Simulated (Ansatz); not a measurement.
# Cl2F2H3NZr: the cost of one run

Method: RKS B3LYP-D4/def2-SVP, in Ansatz 0.2.0.

## 1. The structure to begin with

Bond lengths: Zr1–N2 2.560 Å, N2–H3 1.060 Å, N2–H4 1.060 Å, Zr1–F5 1.980 Å, Zr1–Cl6 2.518 Å, Zr1–Cl7 2.518 Å, Zr1–F8 2.280 Å, Zr1–H9 2.405 Å. Angles (14 of 18 angles, heavy atoms first): N2–Zr1–F5 109.4°, N2–Zr1–Cl6 109.5°, N2–Zr1–Cl7 109.5°, N2–Zr1–F8 71.6°, F5–Zr1–Cl6 109.5°, F5–Zr1–Cl7 109.5°, F5–Zr1–F8 75.6°, Cl6–Zr1–Cl7 109.5°, Cl6–Zr1–F8 64.5°, Cl7–Zr1–F8 173.5°, Zr1–N2–H3 120.0°, Zr1–N2–H4 120.0°, N2–Zr1–H9 36.3°, F5–Zr1–H9 92.7°.

Coordinates:

```xyz
9

Zr    0.0000    0.0000    0.0000
N     0.0000    0.0000    2.5600
H    -0.8770   -0.2713    3.0900
H     0.8770    0.2713    3.0900
F     1.8671    0.0000   -0.6593
Cl   -1.1869    2.0563   -0.8392
Cl   -1.1869   -2.0563   -0.8392
F     0.8547    1.9877    0.7189
H     0.5629    1.3091    1.9368
```

## 2. A restrained relaxation towards end A

Springs on the bonds that form and break draw the guess towards this end; the thresholds are loose.

Contents of input.yaml:

```yaml
crystal:
  periodic: [false, false, false]
  atoms:
    - { symbol: Zr, position_ang: [0.0, 0.0, 0.0] }
    - { symbol: "N", position_ang: [0.0, 0.0, 2.56] }
    - { symbol: H, position_ang: [-0.877, -0.2713, 3.09] }
    - { symbol: H, position_ang: [0.877, 0.2713, 3.09] }
    - { symbol: F, position_ang: [1.8671, 0.0, -0.6593] }
    - { symbol: Cl, position_ang: [-1.1869, 2.0563, -0.8392] }
    - { symbol: Cl, position_ang: [-1.1869, -2.0563, -0.8392] }
    - { symbol: F, position_ang: [0.8547, 1.9877, 0.7189] }
    - { symbol: H, position_ang: [0.5629, 1.3091, 1.9368] }
basis:
  gaussian: { orbitals: def2-SVP }
hamiltonian:
  xc: b3lyp
  dispersion: d4
relax:
  f_tol: 0.15
  max_steps: 25
  restrain:
    - { distance: [0, 7], at: 3.18, k: 30.0 }
    - { distance: [8, 1], at: 2.26, k: 30.0 }
    - { distance: [0, 1], at: 2.21, k: 30.0 }
    - { distance: [8, 7], at: 0.92, k: 30.0 }
```

Run with:

```sh
$ ansatz run input.yaml --threads 4 --pin off --max-ram 5120MiB --backend cpu --events-out ev --progress --plain --runs-dir out
```

What time and memory should one allow on 4 threads of Arm Neoverse N1, shared host?

About 66 s, with a peak of 0.34 GiB.
